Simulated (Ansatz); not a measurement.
**CH4AlClFN (SMILES C[NH][Al]([F])[Cl]): levels of theory compared**

Wanted: a comparison of 5 runs (HF/3-21G, B3LYP/6-31G*, PBE/pcseg-1, wB97X/pcseg-1, B3LYP/def2-TZVP) of CH4AlClFN. 

The calculation is run with Ansatz 0.2.0.

3 further runs of the same task are left out: 3 set aside as unsound or not needed.

**1. The system as given**

The species is CH4AlClFN (9 atoms), meant as a singlet with charge 0. SMILES: `C[NH][Al]([F])[Cl]`. Geometry: relaxed at PBE0-D4/def2-TZVP. This is one conformer, not always the lowest.

Bond lengths: C1–N2 1.450 Å, N2–Al3 1.748 Å, Al3–F4 1.642 Å, Al3–Cl5 2.081 Å, C1–H6 1.096 Å, C1–H7 1.092 Å, C1–H8 1.096 Å, N2–H9 1.009 Å. Some angles: C1–N2–Al3 128.2°, N2–Al3–F4 119.7°, N2–Al3–Cl5 121.0°, F4–Al3–Cl5 119.3°, C1–N2–H9 112.7°, Al3–N2–H9 119.2°, N2–C1–H6 112.0°, N2–C1–H7 109.9°, N2–C1–H8 112.0°, H6–C1–H7 107.3°.

**2. Energy and forces at HF/3-21G (run 1)**

The input, run.yaml:

```yaml
crystal:
  periodic: [false, false, false]
  atoms:
    - {symbol: C, position_ang: [-1.168300, -0.494200, -0.390400]}
    - {symbol: "N", position_ang: [0.174800, 0.038000, -0.516400]}
    - {symbol: Al, position_ang: [1.265400, 0.531400, 0.756800]}
    - {symbol: F, position_ang: [0.791600, 0.412000, 2.324700]}
    - {symbol: Cl, position_ang: [3.160400, 1.270200, 0.318800]}
    - {symbol: H, position_ang: [-1.253000, -1.500600, -0.815000]}
    - {symbol: H, position_ang: [-1.444800, -0.561600, 0.663500]}
    - {symbol: H, position_ang: [-1.911000, 0.143300, -0.882500]}
    - {symbol: H, position_ang: [0.473500, 0.115200, -1.476600]}
basis:
  gaussian:
    orbitals: 3-21G.json
hamiltonian:
  xc: hf
accuracy: high
output: {forces: true, orbitals: {seedname: orbitals}}
```

The basis set 3-21G is read from a file made from the Basis Set Exchange's data (not shown).

Command:

```bash
$ ansatz run run.yaml --threads 1 --pin off --max-ram 2610MiB --events-out events.jsonl --progress --plain --runs-dir runs
```

The log of the run:

```text
Warning: RAYON_NUM_THREADS=1 ignored (pool sized by the plan → 1); use --threads N
Functional definition: HF
  name "HF"
  exchange = exact_x
  correlation = 0
1417 factors; integrals over basis functions are off by at most 8.3e-9 eV
mean field evaluation 1: about -24245.3851 eV, gradient 3.6e1 eV
mean field evaluation 2: about -24245.6412 eV, gradient 3.7e1 eV
mean field evaluation 4: about -24248.1661 eV, gradient 1.8e0 eV
mean field evaluation 8: about -24248.1953 eV, gradient 1.3e-1 eV
mean field evaluation 16: about -24248.1955 eV, gradient 4.1e-8 eV
mean field -24248.19547308 eV, -891.1047476183 hartree, gradient 4.1e-8 eV, S^2 0.000000; 0 other end points of the search recorded, 0 dependent functions left out
the calculation of the forces begins
reference -24248.19547308 eV, -891.1047476183 hartree; 28, 28 occupied and 33, 33 virtual orbitals, 1417 factors
Total energy: -24248.19547308 eV, -891.1047476183 hartree
Atom 0 at    -1.168300    -0.494200    -0.390400 Å, force    -1.033319    -0.411737     0.099829 eV/Å
Atom 1 at     0.174800     0.038000    -0.516400 Å, force     0.868104     0.334276    -0.299901 eV/Å
Atom 2 at     1.265400     0.531400     0.756800 Å, force    -1.625326    -0.640085     0.229212 eV/Å
Atom 3 at     0.791600     0.412000     2.324700 Å, force    -0.027095    -0.002610     0.190644 eV/Å
Atom 4 at     3.160400     1.270200     0.318800 Å, force     1.640034     0.640344    -0.358467 eV/Å
Atom 5 at    -1.253000    -1.500600    -0.815000 Å, force     0.036863     0.307237     0.118746 eV/Å
Atom 6 at    -1.444800    -0.561600     0.663500 Å, force     0.056672     0.011492    -0.278902 eV/Å
Atom 7 at    -1.911000     0.143300    -0.882500 Å, force     0.233601    -0.186451     0.137364 eV/Å
Atom 8 at     0.473500     0.115200    -1.476600 Å, force    -0.149533    -0.052466     0.161476 eV/Å
Dipole moment:    -0.530162    -0.230450    -0.407179 e Å
```

Wall time 1.8 s (1 thread of Arm Neoverse V1, shared host); peak memory 0.15 GiB.

**3. Energy and forces at B3LYP/6-31G(d) (spherical functions) (run 2)**

The input, input.yaml:

```yaml
basis:
  gaussian: {orbitals: 6-31G_st_-spherical.json}
crystal:
  periodic: [false, false, false]
  atoms:
    - {symbol: C, position_ang: [-1.168300, -0.494200, -0.390400]}
    - {symbol: "N", position_ang: [0.174800, 0.038000, -0.516400]}
    - {symbol: Al, position_ang: [1.265400, 0.531400, 0.756800]}
    - {symbol: F, position_ang: [0.791600, 0.412000, 2.324700]}
    - {symbol: Cl, position_ang: [3.160400, 1.270200, 0.318800]}
    - {symbol: H, position_ang: [-1.253000, -1.500600, -0.815000]}
    - {symbol: H, position_ang: [-1.444800, -0.561600, 0.663500]}
    - {symbol: H, position_ang: [-1.911000, 0.143300, -0.882500]}
    - {symbol: H, position_ang: [0.473500, 0.115200, -1.476600]}
hamiltonian: {xc: {name: B3LYP}}
accuracy: high
output: {forces: true, orbitals: {seedname: orbitals}}
```

The basis set 6-31G* is read from a file made from the Basis Set Exchange's data (not shown).

Command:

```bash
$ ansatz run input.yaml --threads 1 --pin off --max-ram 2610MiB --events-out events.jsonl --progress --plain --runs-dir runs
```

The log of the run (excerpt; [...] marks lines left out):

```text
Warning: RAYON_NUM_THREADS=1 ignored (pool sized by the plan → 1); use --threads N
Functional definition: B3LYP
  name "B3LYP"
[...]
1924 factors; integrals over basis functions are off by at most 7.0e-9 eV
[...]
mean field -24433.18558541 eV, -897.9030088557 hartree, gradient 5.7e-8 eV, S^2 0.000000; 0 other end points of the search recorded, 0 dependent functions left out
[...]
reference -24433.18562697 eV, -897.9030103832 hartree; 28, 28 occupied and 58, 58 virtual orbitals, 1924 factors
Total energy: -24433.18562697 eV, -897.9030103832 hartree
Atom 0 at    -1.168300    -0.494200    -0.390400 Å, force    -0.246108    -0.099321     0.034804 eV/Å
Atom 1 at     0.174800     0.038000    -0.516400 Å, force     0.024000     0.003606    -0.122331 eV/Å
Atom 2 at     1.265400     0.531400     0.756800 Å, force     0.004245     0.006406     0.098857 eV/Å
Atom 3 at     0.791600     0.412000     2.324700 Å, force    -0.090895    -0.021232     0.347246 eV/Å
Atom 4 at     3.160400     1.270200     0.318800 Å, force     0.355788     0.138122    -0.095537 eV/Å
Atom 5 at    -1.253000    -1.500600    -0.815000 Å, force    -0.017122    -0.112344    -0.051143 eV/Å
Atom 6 at    -1.444800    -0.561600     0.663500 Å, force    -0.016739    -0.002372     0.096790 eV/Å
Atom 7 at    -1.911000     0.143300    -0.882500 Å, force    -0.089866     0.066941    -0.060329 eV/Å
Atom 8 at     0.473500     0.115200    -1.476600 Å, force     0.076697     0.020193    -0.248357 eV/Å
Dipole moment:    -0.364678    -0.163464    -0.390647 e Å
```

Wall time 13 s (1 thread of Arm Neoverse V1, shared host); peak memory 0.31 GiB.

Runs 3 to 4 aren't shown in full; the table further down has their settings and results.

**4. Energy and gradient at B3LYP/def2-TZVP (run 5)**

The input, job.yaml:

```yaml
crystal:
  periodic: [false, false, false]
  atoms:
    - symbol: C
      position_ang: [-1.168300, -0.494200, -0.390400]
    - symbol: N
      position_ang: [0.174800, 0.038000, -0.516400]
    - symbol: Al
      position_ang: [1.265400, 0.531400, 0.756800]
    - symbol: F
      position_ang: [0.791600, 0.412000, 2.324700]
    - symbol: Cl
      position_ang: [3.160400, 1.270200, 0.318800]
    - symbol: H
      position_ang: [-1.253000, -1.500600, -0.815000]
    - symbol: H
      position_ang: [-1.444800, -0.561600, 0.663500]
    - symbol: H
      position_ang: [-1.911000, 0.143300, -0.882500]
    - symbol: H
      position_ang: [0.473500, 0.115200, -1.476600]
basis:
  gaussian:
    orbitals: def2-TZVP
output:
  forces: true
  orbitals: {seedname: orbitals}
accuracy: high
hamiltonian:
  xc: {name: B3LYP}
```

Command:

```bash
$ ansatz run job.yaml --threads 1 --pin off --max-ram 2610MiB --events-out events.jsonl --progress --plain --runs-dir runs
```

The log of the run (excerpt; [...] marks lines left out):

```text
Warning: RAYON_NUM_THREADS=1 ignored (pool sized by the plan → 1); use --threads N
Functional definition: B3LYP
  name "B3LYP"
[...]
3331 factors; integrals over basis functions are off by at most 2.9e-8 eV
[...]
mean field -24437.67797231 eV, -898.0681010293 hartree, gradient 5.4e-8 eV, S^2 0.000000; 0 other end points of the search recorded, 0 dependent functions left out
[...]
reference -24437.67801587 eV, -898.0681026301 hartree; 28, 28 occupied and 163, 163 virtual orbitals, 3331 factors
Total energy: -24437.67801587 eV, -898.0681026301 hartree
Atom 0 at    -1.168300    -0.494200    -0.390400 Å, force    -0.286612    -0.115444     0.034779 eV/Å
Atom 1 at     0.174800     0.038000    -0.516400 Å, force     0.162342     0.062566    -0.046322 eV/Å
Atom 2 at     1.265400     0.531400     0.756800 Å, force     0.007619     0.000110    -0.072444 eV/Å
Atom 3 at     0.791600     0.412000     2.324700 Å, force    -0.053324    -0.013679     0.180091 eV/Å
Atom 4 at     3.160400     1.270200     0.318800 Å, force     0.162869     0.064122    -0.024118 eV/Å
Atom 5 at    -1.253000    -1.500600    -0.815000 Å, force    -0.010023     0.018988     0.004130 eV/Å
Atom 6 at    -1.444800    -0.561600     0.663500 Å, force    -0.002358    -0.002085    -0.034837 eV/Å
Atom 7 at    -1.911000     0.143300    -0.882500 Å, force     0.004211    -0.019043     0.003955 eV/Å
Atom 8 at     0.473500     0.115200    -1.476600 Å, force     0.015276     0.004465    -0.045233 eV/Å
Dipole moment:    -0.294652    -0.135787    -0.398695 e Å
```

Wall time 41 s (1 thread of Arm Neoverse V1, shared host); peak memory 0.92 GiB.

**5. Overview of the runs**

```csv
run,level,energy (Eh),dipole moment (D),HOMO energy (eV),LUMO energy (eV),wall time
1,HF/3-21G,-891.104748,3.40,-10.52,2.71,1.8 s
2,B3LYP/6-31G* (spherical functions),-897.903010,2.68,-6.83,-0.71,13 s
3,PBE/pcseg-1,-897.306962,2.80,-5.97,-1.49,12 s
4,wB97X/pcseg-1,-897.794788,2.77,-9.77,1.40,44 s
5,B3LYP/def2-TZVP,-898.068103,2.47,-7.04,-0.86,41 s
```

**6. Outcome**

```
                       quantity          value
            run 5: total energy  -898.06810 Eh
           run 5: dipole moment         2.47 D
             run 5: HOMO energy       -7.04 eV
             run 5: LUMO energy       -0.86 eV
           run 5: HOMO–LUMO gap        6.18 eV
run 5: largest force on an atom     0.311 eV/Å
```

**Reading.** The dipole moment (its size) runs from 2.47 D (B3LYP/def2-TZVP) to 3.40 D (HF/3-21G). The two ends differ in method and basis. The HOMO–LUMO gap runs from 4.48 eV (PBE/pcseg-1) to 13.23 eV (HF/3-21G). Totals of different functionals can't be ranked against each other. All runs together took 1.9 min, the longest 44 s.
